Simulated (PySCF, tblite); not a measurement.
**Si3NH9, a small molecule taken as a stand-in for a surface group (nitride N site): NMR shifts, core binding energies and electronic excitations**

What NMR shifts, core binding energies and electronic excitations should one expect for `[SiH3]N([SiH3])[SiH3]`?

Computed with tblite 0.8.0 and PySCF 2.14.0; each step states its level. No surroundings beyond the atoms listed, unless a continuum is named. Atoms count from 0, parts from 1.

## (1) Starting point

13 atoms, charge 0, multiplicity 1; geometry: distance geometry start.

## (2) Geometry optimisation with GFN2-xTB

What the job is given:

```
{"job": {"kind": "relax", "xc": "GFN2-xTB", "basis": "xTB"}, "charge": 0, "multiplicity": 1}
Si    -1.171656     0.171374    -2.001202
N      0.045428    -0.394770    -0.747190
Si    -0.247829    -2.058136    -0.113827
Si     0.579097     0.875517     0.454099
H     -2.369761    -0.520742    -1.843929
H     -0.624520    -0.008240    -3.295915
H     -1.404555     1.579228    -1.815962
H      0.204673    -2.124091     1.241261
H     -1.610007    -2.370191    -0.180362
H      0.516337    -2.989168    -0.866806
H      2.000442     0.975310     0.383713
H     -0.016982     2.102441     0.168776
H      0.203743     0.447376     1.762205
```

With the program's defaults for keys left out, this is: GFN2-xTB geometry optimisation, gas phase.

The run is started by

```
> OMP_NUM_THREADS=1 python cluster_run.py task.json out
```

One launch serves the whole session: the jobs run in the order shown.

**Question.** The jobs that follow are: PBE0-D3(BJ)/def2-SVP geometry optimisation, gas phase; GIAO PBE0/pcSseg-2 NMR shielding, non-relativistic, gas phase; delta-SCF UKS SCAN, pcX-2 on the ionised atom, pcseg-1 elsewhere, spin-free X2C; TDDFT CAM-B3LYP/def2-SVPD, vertical, gas phase, core orbitals frozen in the response. Predict: rotational constants (main isotopes); ¹H shifts against TMS (PBE0/pcSseg-2, means over atoms taken as alike); ²⁹Si shifts against TMS (PBE0/pcSseg-2, means over atoms taken as alike); ¹⁵N shifts against NH3 (PBE0/pcSseg-2); Si2p binding energies, SCAN/pcX-2; N1s binding energies, SCAN/pcX-2; lowest singlet (CAM-B3LYP/def2-SVPD); brightest single state of those computed; lowest triplet; vertical ionisation energy (ΔSCF).

As calculated:

```
                                                                quantity                                               value
                                    rotational constants (main isotopes)                                3.05, 3.04, 1.61 GHz
  ¹H shifts against TMS (PBE0/pcSseg-2, means over atoms taken as alike)  4.75, 4.75, 4.75, 4.75, 4.75, 4.75, 4.73, 4.73 ppm
²⁹Si shifts against TMS (PBE0/pcSseg-2, means over atoms taken as alike)                                           -45.4 ppm
                                  ¹⁵N shifts against NH3 (PBE0/pcSseg-2)                                           -20.4 ppm
                                       Si2p binding energies, SCAN/pcX-2                                       Si0 107.40 eV
                                        N1s binding energies, SCAN/pcX-2                                        N1 403.90 eV
                                    lowest singlet (CAM-B3LYP/def2-SVPD)                         6.17 eV (201 nm), f = 0.000
                                brightest single state of those computed                         state 2, 7.25 eV, f = 0.083
                                                          lowest triplet                                             5.84 eV
                                       vertical ionisation energy (ΔSCF)                                             9.49 eV
```

In words: The start of the PBE0/def2-SVP relaxation was shaken at random by about 0.01 Å, so part of the energy gained, and of the first lengths quoted, undoes that. The optimisation took 12 steps and gained 0.220 eV; among the close pairs (by a distance rule), Si3–H10 changed most, from 1.424 to 1.495 Å (PBE0/def2-SVP). Hydrogens of an XH3 group are listed apart at this fixed geometry; free rotation makes them one line at their mean. At PBE0/pcSseg-2: Shielding is most anisotropic at Si0, Si2, Si3 (span 107 ppm, paramagnetic term -491 ppm). The first singlet state (HOMO→LUMO 0.96) lies at 6.17 eV and is dark; of the 6 states computed, the strongest absorption comes from state 2 at 7.25 eV. The lowest triplet lies 0.33 eV below the lowest singlet (triplets in Tamm-Dancoff, singlets in full TDDFT). The orbital energy would give 8.90 eV for ionisation, ΔSCF gives 9.49 eV. A capped cluster stands for the solid here, so long-range fields and strain are missing, and bands or shifts of the capping hydrogens have no counterpart in it.
